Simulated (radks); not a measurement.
**Fractional charge and spin in the 6s shell of promethium**

Aim: the energy as the spin-up occupation of 6s runs from 0 to 1 and the spin-down one from 0 to 1, against the two flat planes that join the four corners. Added charge counts from the emptiest corner (up 0, down 0).

Program: radks (a radial shooting solver on a logarithmic mesh, Libxc functionals) version 1. Level of theory: scalar-relativistic Kohn-Sham, PBE, spin-polarised, spherical densities, point nucleus. These are calculated values, not measurements, unless marked.

## Step 1: The atom as given

- element: promethium (Z = 61)
- configuration: [Xe] 4f(up 2.5, down 2.5) 6s(up 1, down 1)

A shell typed twice in an input gives spin up, then spin down.

## Step 2: 6s: up 1, down 1

The run's settings:

```text
Z 61
configuration [Xe] 4f2.5 4f2.5 6s1 6s1
relativity scalar-relativistic
functional pbe,pbe
spin polarised
nucleus point
c 137.035999084
```

## Step 3: 6s: up 1, down 0.75

The run's settings:

```text
Z 61
configuration [Xe] 4f2.5 4f2.5 6s1 6s0.75
relativity scalar-relativistic
functional pbe,pbe
spin polarised
nucleus point
c 137.035999084
```

## Step 4: 6s: up 1, down 0.5

The run's settings:

```text
Z 61
configuration [Xe] 4f2.5 4f2.5 6s1 6s0.5
relativity scalar-relativistic
functional pbe,pbe
spin polarised
nucleus point
c 137.035999084
```

## Step 5: 6s: up 1, down 0.25

The run's settings:

```text
Z 61
configuration [Xe] 4f2.5 4f2.5 6s1 6s0.25
relativity scalar-relativistic
functional pbe,pbe
spin polarised
nucleus point
c 137.035999084
```

## Step 6: 6s: up 1, down 0

The run's settings:

```text
Z 61
configuration [Xe] 4f2.5 4f2.5 6s1 6s0
relativity scalar-relativistic
functional pbe,pbe
spin polarised
nucleus point
c 137.035999084
```

## Step 7: 6s: up 0.75, down 0.75

The run's settings:

```text
Z 61
configuration [Xe] 4f2.5 4f2.5 6s0.75 6s0.75
relativity scalar-relativistic
functional pbe,pbe
spin polarised
nucleus point
c 137.035999084
```

## Step 8: 6s: up 0.75, down 0.5

The run's settings:

```text
Z 61
configuration [Xe] 4f2.5 4f2.5 6s0.75 6s0.5
relativity scalar-relativistic
functional pbe,pbe
spin polarised
nucleus point
c 137.035999084
```

## Step 9: 6s: up 0.75, down 0.25

The run's settings:

```text
Z 61
configuration [Xe] 4f2.5 4f2.5 6s0.75 6s0.25
relativity scalar-relativistic
functional pbe,pbe
spin polarised
nucleus point
c 137.035999084
```

## Step 10: 6s: up 0.75, down 0

The run's settings:

```text
Z 61
configuration [Xe] 4f2.5 4f2.5 6s0.75 6s0
relativity scalar-relativistic
functional pbe,pbe
spin polarised
nucleus point
c 137.035999084
```

## Step 11: 6s: up 0.5, down 0.5

The run's settings:

```text
Z 61
configuration [Xe] 4f2.5 4f2.5 6s0.5 6s0.5
relativity scalar-relativistic
functional pbe,pbe
spin polarised
nucleus point
c 137.035999084
```

## Step 12: 6s: up 0.5, down 0.25

The run's settings:

```text
Z 61
configuration [Xe] 4f2.5 4f2.5 6s0.5 6s0.25
relativity scalar-relativistic
functional pbe,pbe
spin polarised
nucleus point
c 137.035999084
```

## Step 13: 6s: up 0.5, down 0

The run's settings:

```text
Z 61
configuration [Xe] 4f2.5 4f2.5 6s0.5 6s0
relativity scalar-relativistic
functional pbe,pbe
spin polarised
nucleus point
c 137.035999084
```

## Step 14: 6s: up 0.25, down 0.25

The run's settings:

```text
Z 61
configuration [Xe] 4f2.5 4f2.5 6s0.25 6s0.25
relativity scalar-relativistic
functional pbe,pbe
spin polarised
nucleus point
c 137.035999084
```

## Step 15: 6s: up 0.25, down 0

The run's settings:

```text
Z 61
configuration [Xe] 4f2.5 4f2.5 6s0.25 6s0
relativity scalar-relativistic
functional pbe,pbe
spin polarised
nucleus point
c 137.035999084
```

## Step 16: 6s: up 0, down 0

The run's settings:

```text
Z 61
configuration [Xe] 4f2.5 4f2.5 6s0 6s0
relativity scalar-relativistic
functional pbe,pbe
spin polarised
nucleus point
c 137.035999084
```

Before running it: what results should come out? Wanted: for each run, down \ up; 0; 0.25; 0.5; 0.75; 1.

The runs gave:

| down \ up | 0 | 0.25 | 0.5 | 0.75 | 1 |
| --- | --- | --- | --- | --- | --- |
| 0 | 0.000 | -0.480 | -0.634 | -0.471 | 0.000 |
| 0.25 | -0.480 | -0.585 | -0.380 | 0.129 | -0.415 |
| 0.5 | -0.634 | -0.380 | 0.171 | -0.334 | -0.550 |
| 0.75 | -0.471 | 0.129 | -0.334 | -0.511 | -0.409 |
| 1 | 0.000 | -0.415 | -0.550 | -0.409 | 0.000 |

What this shows: The table gives the energy in eV minus the planes, whose edge runs along up + down = one added electron; mirror points follow by spin symmetry. With half an added electron in each spin it lies 0.17 eV above the planes. With half an electron added in spin up alone it lies 0.63 eV below them. The planes are only a guide here: the condition holds for ground states with one frontier orbital, and this shell lies below others.
